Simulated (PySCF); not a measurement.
# A gas-phase reaction: H4Si + N2O → H4OSi + N2

Wanted: the reaction energy for `[SiH4]` + `[N-]=[N+]=O` → `O[SiH3]` + `N#N`.

Computed with PySCF 2.14.0; each step states its level. No surroundings beyond the atoms listed, unless a continuum is named. Atoms count from 0, parts from 1.

## 1. The system as given

Each species was relaxed by itself at PBE0-D3(BJ)/def2-SVPD.

## 2. Reaction energy: wB97M-D3(BJ)/def2-TZVPD

What the job is given:

```
{"job": {"kind": "react", "xc": "wB97M-D3(BJ)", "basis": "def2-TZVPD"}, "charge": 0, "multiplicity": 1}
-1 H4Si charge 0 multiplicity 1
Si     0.002980    -0.005760     0.003580
H      0.444570     1.410250    -0.153790
H      0.792280    -0.654900     1.090080
H     -1.446420    -0.038530     0.354310
H      0.221520    -0.739870    -1.276340

-1 N2O charge 0 multiplicity 1
N      1.106660    -0.298900     0.001790
N      0.020900    -0.005310     0.010020
O     -1.115130     0.301880     0.018620

+1 H4OSi charge 0 multiplicity 1
O      1.200450    -0.294300    -0.291960
Si    -0.438360    -0.049180    -0.026720
H      1.823460     0.245180     0.199120
H     -0.799480    -0.310710     1.399580
H     -1.133030    -1.014930    -0.917990
H     -0.837600     1.349440    -0.369710

+1 N2 charge 0 multiplicity 1
N      0.541030     0.052590     0.075090
N     -0.541030    -0.052590    -0.075090
```

With the program's defaults for keys left out, this is: wB97M-D3(BJ)/def2-TZVPD reaction energy of separated species, gas phase.

Run with:

```bash
> OMP_NUM_THREADS=1 python cluster_run.py task.json out
```

The driver reads the jobs from task.json and runs them one after another.

The log of the run:

```text
species 1 (H4Si)
coarse grid: 16304 points
cycle   1  E = -291.9161067383  dE = -3.418e-01  |g| = 1.181e-01  |ddm| = 1.460e+00
cycle   2  E = -291.9202116733  dE = -4.105e-03  |g| = 4.770e-02  |ddm| = 1.965e-01
cycle   3  E = -291.9206153482  dE = -4.037e-04  |g| = 9.759e-03  |ddm| = 5.324e-02
cycle   4  E = -291.9206567841  dE = -4.144e-05  |g| = 1.607e-03  |ddm| = 1.802e-02
cycle   5  E = -291.9206581851  dE = -1.401e-06  |g| = 2.632e-04  |ddm| = 5.379e-03
final grid: 33416 points
cycle   6  E = -291.9206460447  dE = -8.036e-08  |g| = 1.424e-04  |ddm| = 1.035e-03
cycle   7  E = -291.9206460538  dE = -9.104e-09  |g| = 5.570e-05  |ddm| = 3.619e-04
cycle   8  E = -291.9206460549  dE = -1.084e-09  |g| = 1.814e-05  |ddm| = 4.065e-05
cycle   9  E = -291.9206460552  dE = -2.598e-10  |g| = 1.197e-06  |ddm| = 4.108e-05
converged SCF energy = -291.9206460552

species 2 (N2O)
coarse grid: 15424 points
cycle   1  E = -184.6618603895  dE =  6.983e-01  |g| = 8.261e-01  |ddm| = 1.717e+00
cycle   2  E = -184.5841541522  dE =  7.771e-02  |g| = 1.134e+00  |ddm| = 9.885e-01
cycle   3  E = -184.7852523191  dE = -2.011e-01  |g| = 1.174e-01  |ddm| = 4.952e-01
cycle   4  E = -184.7864145504  dE = -1.162e-03  |g| = 8.425e-02  |ddm| = 1.014e-01
cycle   5  E = -184.7877157357  dE = -1.301e-03  |g| = 1.003e-02  |ddm| = 4.527e-02
cycle   6  E = -184.7877360374  dE = -2.030e-05  |g| = 1.578e-03  |ddm| = 1.117e-02
cycle   7  E = -184.7877369289  dE = -8.915e-07  |g| = 4.462e-04  |ddm| = 4.008e-03
final grid: 33192 points
cycle   8  E = -184.7877182722  dE = -2.563e-08  |g| = 5.849e-04  |ddm| = 1.857e-03
cycle   9  E = -184.7877181261  dE =  1.462e-07  |g| = 1.092e-03  |ddm| = 7.557e-04
cycle  10  E = -184.7877183441  dE = -2.180e-07  |g| = 4.402e-05  |ddm| = 5.338e-04
cycle  11  E = -184.7877183446  dE = -5.386e-10  |g| = 2.705e-05  |ddm| = 9.147e-05
converged SCF energy = -184.7877183446

species 3 (H4OSi)
coarse grid: 21480 points
cycle   1  E = -367.1688177403  dE = -1.046e-01  |g| = 6.542e-01  |ddm| = 1.653e+00
cycle   2  E = -367.1468512902  dE =  2.197e-02  |g| = 7.799e-01  |ddm| = 6.951e-01
cycle   3  E = -367.2485099379  dE = -1.017e-01  |g| = 3.328e-02  |ddm| = 3.549e-01
cycle   4  E = -367.2487755839  dE = -2.656e-04  |g| = 9.089e-03  |ddm| = 3.778e-02
cycle   5  E = -367.2487970056  dE = -2.142e-05  |g| = 1.523e-03  |ddm| = 1.270e-02
cycle   6  E = -367.2487978402  dE = -8.346e-07  |g| = 3.489e-04  |ddm| = 2.903e-03
final grid: 44624 points
cycle   7  E = -367.2487626239  dE = -6.836e-08  |g| = 1.237e-04  |ddm| = 1.770e-03
cycle   8  E = -367.2487626304  dE = -6.555e-09  |g| = 5.088e-05  |ddm| = 2.782e-04
cycle   9  E = -367.2487626312  dE = -7.747e-10  |g| = 1.461e-05  |ddm| = 5.996e-05
converged SCF energy = -367.2487626312

species 4 (N2)
coarse grid: 10240 points
cycle   1  E = -109.6045719768  dE =  4.455e-02  |g| = 1.682e-01  |ddm| = 1.300e+00
cycle   2  E = -109.6103829433  dE = -5.811e-03  |g| = 7.387e-02  |ddm| = 1.523e-01
cycle   3  E = -109.6112834460  dE = -9.005e-04  |g| = 6.548e-03  |ddm| = 4.575e-02
cycle   4  E = -109.6112976294  dE = -1.418e-05  |g| = 1.069e-03  |ddm| = 1.769e-02
cycle   5  E = -109.6112981097  dE = -4.803e-07  |g| = 2.349e-04  |ddm| = 1.190e-03
final grid: 21984 points
cycle   6  E = -109.6112966628  dE = -3.463e-08  |g| = 7.897e-05  |ddm| = 6.265e-04
cycle   7  E = -109.6112966656  dE = -2.786e-09  |g| = 3.022e-05  |ddm| = 1.441e-04
cycle   8  E = -109.6112966659  dE = -2.791e-10  |g| = 8.386e-06  |ddm| = 5.286e-05
converged SCF energy = -109.6112966659

Reaction energy = -95.251 kcal/mol
```

Wall time 8.5 s (1 thread of Arm Neoverse V1, shared host); peak memory 0.44 GiB.

Species by species (with the dispersion term, which the log's SCF energies lack):

| ν | species | energy (Eh) | HOMO (eV) |
| --- | --- | --- | --- |
| -1 | [SiH4] | -291.92342 | -12.22 |
| -1 | [N-]=[N+]=O | -184.78947 | -12.17 |
| +1 | O[SiH3] | -367.25265 | -11.19 |
| +1 | N#N | -109.61204 | -14.89 |

## 3. Energies of the species: PBE0-D3(BJ)/def2-TZVPD

Same as in step 2 but for these lines:

```diff
@@ -1,2 +1,2 @@
-{"job": {"kind": "react", "xc": "wB97M-D3(BJ)", "basis": "def2-TZVPD"}, "charge": 0, "multiplicity": 1}
+{"job": {"kind": "react", "xc": "PBE0", "basis": "def2-TZVPD", "disp": "d3bj"}, "charge": 0, "multiplicity": 1}
 -1 H4Si charge 0 multiplicity 1
```

Method: PBE0-D3(BJ)/def2-TZVPD reaction energy of separated species, gas phase.

The log of the run:

```text
species 1 (H4Si)
coarse grid: 4104 points
cycle   1  E = -291.7551805865  dE = -2.941e-01  |g| = 9.464e-02  |ddm| = 1.332e+00
cycle   2  E = -291.7566374749  dE = -1.457e-03  |g| = 3.381e-02  |ddm| = 1.408e-01
cycle   3  E = -291.7567173316  dE = -7.986e-05  |g| = 5.641e-03  |ddm| = 2.106e-02
cycle   4  E = -291.7567219015  dE = -4.570e-06  |g| = 1.115e-03  |ddm| = 1.058e-02
final grid: 33416 points
cycle   5  E = -291.7561323890  dE = -2.899e-06  |g| = 4.817e-04  |ddm| = 8.435e-03
cycle   6  E = -291.7561324430  dE = -5.401e-08  |g| = 2.431e-04  |ddm| = 1.510e-03
cycle   7  E = -291.7561324639  dE = -2.096e-08  |g| = 6.570e-05  |ddm| = 3.746e-04
cycle   8  E = -291.7561324644  dE = -5.120e-10  |g| = 8.156e-06  |ddm| = 8.285e-05
converged SCF energy = -291.7561324644

species 2 (N2O)
coarse grid: 3216 points
cycle   1  E = -184.4533527925  dE =  7.160e-01  |g| = 7.389e-01  |ddm| = 1.711e+00
cycle   2  E = -184.1506086253  dE =  3.027e-01  |g| = 1.537e+00  |ddm| = 1.025e+00
cycle   3  E = -184.5233616722  dE = -3.728e-01  |g| = 3.647e-01  |ddm| = 7.202e-01
cycle   4  E = -184.5485665183  dE = -2.520e-02  |g| = 9.414e-02  |ddm| = 2.247e-01
cycle   5  E = -184.5502138897  dE = -1.647e-03  |g| = 6.986e-03  |ddm| = 4.644e-02
cycle   6  E = -184.5502209769  dE = -7.087e-06  |g| = 2.067e-03  |ddm| = 4.702e-03
final grid: 33192 points
cycle   7  E = -184.5460665082  dE =  2.358e-05  |g| = 1.460e-02  |ddm| = 5.134e-02
cycle   8  E = -184.5457635659  dE =  3.029e-04  |g| = 4.183e-02  |ddm| = 2.710e-02
cycle   9  E = -184.5461050955  dE = -3.415e-04  |g| = 2.974e-03  |ddm| = 2.075e-02
cycle  10  E = -184.5461066647  dE = -1.569e-06  |g| = 4.771e-04  |ddm| = 1.415e-03
cycle  11  E = -184.5461067012  dE = -3.650e-08  |g| = 8.088e-05  |ddm| = 2.502e-04
cycle  12  E = -184.5461067026  dE = -1.417e-09  |g| = 1.183e-05  |ddm| = 7.216e-05
cycle  13  E = -184.5461067026  dE = -3.092e-11  |g| = 6.695e-07  |ddm| = 7.720e-06
converged SCF energy = -184.5461067026

species 3 (H4OSi)
coarse grid: 5192 points
cycle   1  E = -366.9025974950  dE = -4.118e-02  |g| = 7.018e-01  |ddm| = 1.660e+00
cycle   2  E = -366.7144541923  dE =  1.881e-01  |g| = 1.212e+00  |ddm| = 9.237e-01
cycle   3  E = -366.9888764307  dE = -2.744e-01  |g| = 5.293e-02  |ddm| = 6.168e-01
cycle   4  E = -366.9894761539  dE = -5.997e-04  |g| = 1.056e-02  |ddm| = 4.178e-02
cycle   5  E = -366.9894940600  dE = -1.791e-05  |g| = 1.261e-03  |ddm| = 7.472e-03
cycle   6  E = -366.9894944913  dE = -4.313e-07  |g| = 2.320e-04  |ddm| = 1.543e-03
final grid: 44624 points
cycle   7  E = -366.9884079372  dE = -1.204e-05  |g| = 3.357e-03  |ddm| = 1.997e-02
cycle   8  E = -366.9884053057  dE =  2.632e-06  |g| = 5.069e-03  |ddm| = 3.972e-03
cycle   9  E = -366.9884096622  dE = -4.357e-06  |g| = 2.988e-04  |ddm| = 2.441e-03
cycle  10  E = -366.9884096758  dE = -1.362e-08  |g| = 4.546e-05  |ddm| = 1.906e-04
cycle  11  E = -366.9884096761  dE = -2.998e-10  |g| = 6.987e-06  |ddm| = 3.779e-05
converged SCF energy = -366.9884096761

species 4 (N2)
coarse grid: 2128 points
cycle   1  E = -109.4495329540  dE =  1.300e-01  |g| = 1.031e-01  |ddm| = 1.274e+00
cycle   2  E = -109.4509674015  dE = -1.434e-03  |g| = 4.738e-02  |ddm| = 1.017e-01
cycle   3  E = -109.4513904054  dE = -4.230e-04  |g| = 9.132e-03  |ddm| = 3.531e-02
cycle   4  E = -109.4514070814  dE = -1.668e-05  |g| = 5.127e-04  |ddm| = 5.400e-03
cycle   5  E = -109.4514071286  dE = -4.720e-08  |g| = 7.832e-05  |ddm| = 4.390e-04
final grid: 21984 points
cycle   6  E = -109.4466152547  dE = -6.432e-06  |g| = 2.505e-03  |ddm| = 5.518e-02
cycle   7  E = -109.4466158941  dE = -6.394e-07  |g| = 1.571e-03  |ddm| = 2.634e-03
cycle   8  E = -109.4466163847  dE = -4.906e-07  |g| = 4.501e-05  |ddm| = 9.717e-04
cycle   9  E = -109.4466163851  dE = -3.985e-10  |g| = 4.881e-06  |ddm| = 5.039e-05
converged SCF energy = -109.4466163851

Reaction energy = -83.459 kcal/mol
```

Run time: 3.8 s. Hardware: 1 thread of Arm Neoverse V1, shared host; peak memory 0.44 GiB.

Reaction energy at this level: -83.46 kcal/mol.

## 4. Energies of the species: MP2/def2-TZVPD

Same as in step 3 but for these lines:

```diff
@@ -1,2 +1,2 @@
-{"job": {"kind": "react", "xc": "PBE0", "basis": "def2-TZVPD", "disp": "d3bj"}, "charge": 0, "multiplicity": 1}
+{"job": {"kind": "react", "xc": "MP2", "basis": "def2-TZVPD"}, "charge": 0, "multiplicity": 1}
 -1 H4Si charge 0 multiplicity 1
```

Method: MP2/def2-TZVPD reaction energy of separated species, gas phase.

The log of the run:

```text
species 1 (H4Si)
final grid: 33416 points
cycle   1  E = -291.2395056812  dE = -4.127e-01  |g| = 1.809e-01  |ddm| = 1.376e+00
cycle   2  E = -291.2559622865  dE = -1.646e-02  |g| = 5.129e-02  |ddm| = 1.576e-01
cycle   3  E = -291.2575305400  dE = -1.568e-03  |g| = 1.612e-02  |ddm| = 8.402e-02
cycle   4  E = -291.2576431252  dE = -1.126e-04  |g| = 2.274e-03  |ddm| = 2.531e-02
cycle   5  E = -291.2576473664  dE = -4.241e-06  |g| = 4.835e-04  |ddm| = 1.035e-02
cycle   6  E = -291.2576475803  dE = -2.139e-07  |g| = 5.170e-05  |ddm| = 2.142e-03
cycle   7  E = -291.2576475824  dE = -2.136e-09  |g| = 3.778e-06  |ddm| = 1.885e-04
cycle   8  E = -291.2576475824  dE = -9.550e-12  |g| = 3.012e-07  |ddm| = 3.460e-05
converged SCF energy = -291.2576475824

species 2 (N2O)
final grid: 33192 points
cycle   1  E = -183.6407311937  dE =  7.813e-01  |g| = 7.882e-01  |ddm| = 1.636e+00
cycle   2  E = -183.6997131068  dE = -5.898e-02  |g| = 5.972e-01  |ddm| = 7.870e-01
cycle   3  E = -183.7582082585  dE = -5.850e-02  |g| = 6.195e-02  |ddm| = 2.991e-01
cycle   4  E = -183.7590512033  dE = -8.429e-04  |g| = 1.829e-02  |ddm| = 5.669e-02
cycle   5  E = -183.7591912658  dE = -1.401e-04  |g| = 1.074e-02  |ddm| = 2.987e-02
cycle   6  E = -183.7592165997  dE = -2.533e-05  |g| = 3.404e-03  |ddm| = 1.077e-02
cycle   7  E = -183.7592230004  dE = -6.401e-06  |g| = 1.237e-03  |ddm| = 7.347e-03
cycle   8  E = -183.7592235483  dE = -5.480e-07  |g| = 1.482e-04  |ddm| = 1.882e-03
cycle   9  E = -183.7592235584  dE = -1.005e-08  |g| = 1.728e-05  |ddm| = 3.667e-04
cycle  10  E = -183.7592235585  dE = -1.151e-10  |g| = 4.195e-06  |ddm| = 4.126e-05
converged SCF energy = -183.7592235585

species 3 (H4OSi)
final grid: 44624 points
cycle   1  E = -366.1490662295  dE = -2.081e-01  |g| = 5.094e-01  |ddm| = 1.609e+00
cycle   2  E = -366.1899536781  dE = -4.089e-02  |g| = 3.206e-01  |ddm| = 4.181e-01
cycle   3  E = -366.2073480163  dE = -1.739e-02  |g| = 4.203e-02  |ddm| = 1.600e-01
cycle   4  E = -366.2079634810  dE = -6.155e-04  |g| = 7.725e-03  |ddm| = 4.691e-02
cycle   5  E = -366.2079906976  dE = -2.722e-05  |g| = 1.419e-03  |ddm| = 1.248e-02
cycle   6  E = -366.2079919357  dE = -1.238e-06  |g| = 3.823e-04  |ddm| = 2.860e-03
cycle   7  E = -366.2079920346  dE = -9.892e-08  |g| = 9.915e-05  |ddm| = 6.816e-04
cycle   8  E = -366.2079920415  dE = -6.844e-09  |g| = 2.234e-05  |ddm| = 2.090e-04
cycle   9  E = -366.2079920418  dE = -3.349e-10  |g| = 4.458e-06  |ddm| = 4.976e-05
converged SCF energy = -366.2079920418

species 4 (N2)
final grid: 21984 points
cycle   1  E = -108.9673652278  dE =  4.860e-02  |g| = 2.948e-01  |ddm| = 1.230e+00
cycle   2  E = -108.9868233275  dE = -1.946e-02  |g| = 8.978e-02  |ddm| = 1.852e-01
cycle   3  E = -108.9883077894  dE = -1.484e-03  |g| = 1.594e-02  |ddm| = 6.313e-02
cycle   4  E = -108.9884054084  dE = -9.762e-05  |g| = 1.828e-03  |ddm| = 2.422e-02
cycle   5  E = -108.9884064242  dE = -1.016e-06  |g| = 1.998e-04  |ddm| = 3.068e-03
cycle   6  E = -108.9884064448  dE = -2.059e-08  |g| = 4.401e-05  |ddm| = 4.052e-04
cycle   7  E = -108.9884064459  dE = -1.075e-09  |g| = 4.188e-06  |ddm| = 7.048e-05
cycle   8  E = -108.9884064459  dE = -7.105e-12  |g| = 2.888e-07  |ddm| = 1.755e-05
converged SCF energy = -108.9884064459

Reaction energy = -91.834 kcal/mol
```

Run time: 1.7 s. Hardware: 1 thread of Arm Neoverse V1, shared host; peak memory 0.46 GiB.

Reaction energy at this level: -91.83 kcal/mol.

## 5. Side by side

Energies in kcal/mol, with wall time:

| run | reaction | time |
| --- | --- | --- |
| wB97M-D3(BJ)/def2-TZVPD | -95.25 | 8.5 s |
| PBE0-D3(BJ)/def2-TZVPD | -83.46 | 3.8 s |
| MP2/def2-TZVPD | -91.83 | 1.7 s |

## 6. What came out

| quantity | value |
| --- | --- |
| reaction energy (wB97M-D3(BJ)/def2-TZVPD) | -95.25 kcal/mol |
| ΔH, ΔG at 298 K (xTB thermal terms) | -94.8, -96.4 kcal/mol |
| range of the reaction energy over the runs of this table | -95.25 to -83.46 kcal/mol |

The reaction is exothermic by 94.8 kcal/mol in the gas phase; dispersion gives -0.06, and xTB itself gave -23.85 for the electronic energy (xTB energies and thermal terms come from the earlier relaxation of each species, not shown). No barrier was sought. xTB and this level differ widely in the electronic energy, so what comes from xTB (the thermal terms above all) is less safe here. The reaction energy runs from -95.25 (wB97M-D3(BJ)/def2-TZVPD) to -83.46 kcal/mol (PBE0-D3(BJ)/def2-TZVPD).
